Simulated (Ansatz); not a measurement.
**ZrN (quartet): the correlation ladder, def2-QZVPP**

An exercise on one series of results from a longer session: the logs are not shown, and one member is left open.

Method: def2-QZVPP, core rule «outside noble gas», up to 5 orbitals frozen; program: Ansatz 0.2.0, Gaussian basis.

To be run: UHF; ROHF; CCSD(T) on UHF.

2 further runs of the same task are left out: 2 set aside as unsound or not needed.

## The geometry

The geometry is a PBE0/def2-TZVP stationary point (not a proven minimum) of the parent state, kept for this charge and spin. No spin-orbit coupling is included. Elements past krypton take def2 core potentials.

2 atoms, charge 0, spin multiplicity 4.

Atoms are counted from 1 here; the program's logs count them from 0.

Bond lengths: Zr1–N2 1.684 Å.

The first run:

File in.yaml:

```yaml
crystal:
  periodic: [false, false, false]
  atoms:
    - {symbol: Zr, position_ang: [0.000000, 0.000000, 0.000000]}
    - {symbol: N, position_ang: [0.000000, 0.000000, 1.683832]}
basis:
  gaussian: {orbitals: "def2-QZVPP.json"}
magnetization: {spin_polarized: true, initial_magnetization: 3}
hamiltonian: {xc: hf}
output: {orbitals: {seedname: orbitals}}
```

Run with:

```bash
> ansatz run in.yaml --threads 1 --pin off --events-out ev --progress --plain --max-ram 4096MiB --backend cpu
```

Steps of the session up to this table: UHF; ROHF; CCSD(T) on UHF.

One of the session's tables, all rows but one given; the rest of the session is left out.

```
  method  from UCCSD(T) (meV)
    ROHF              +7885.3
     UHF                    ?
    UMP2               +505.6
   UCCSD               +465.2
UCCSD(T)                    0
```

**Question.** Estimate the row for UHF.

**Answer.** from UCCSD(T) (meV): +7638.5. In the column «from UCCSD(T) (meV)» it lies between UMP2 (+505.6) and ROHF (+7885.3).
